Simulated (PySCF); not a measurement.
# GeH5N: the cost of one run

The runs use PySCF 2.14.0, with density-fitted response routines of our own; the level of theory stands in each step. All values are computed, except where a source is named. Atoms are numbered from 0 throughout.

## Step 1: The starting structure

7 atoms, charge 0, multiplicity 1; geometry from: GFN2-xTB. The atoms were then displaced at random by about 0.01 Å, so the start is not that level's minimum.

Bonds of the start (Å): N0–Ge1 1.84, N0–H2 1.01, N0–H3 0.99, Ge1–H4 1.48, Ge1–H5 1.50, Ge1–H6 1.50.

## Step 2: Optimising the geometry at PBE0-D3(BJ)/def2-SVP

Job settings and geometry (Å):

```
{"job": {"xc": "PBE0", "basis": "def2-SVP", "d3": "d3bj", "grid": 1, "shake": 0.01, "kind": "geom"}, "charge": 0, "multiplicity": 1}
N      1.106620    -0.144230     0.230890
Ge    -0.694720     0.118700    -0.005860
H      1.679800     0.466370    -0.329130
H      1.458390    -1.066670     0.166340
H     -1.359670    -0.748750     0.999290
H     -0.948150     1.572220     0.259980
H     -1.208320    -0.226740    -1.371430
```

Command:

```
OMP_NUM_THREADS=1 python probes_run.py task.json out
```

The driver reads the jobs from task.json and runs them one after another.

Q: Estimate the wall time and peak memory of this first job on 1 thread of Arm Neoverse V1, shared host.

About 6.1 s, with a peak of 0.31 GiB.
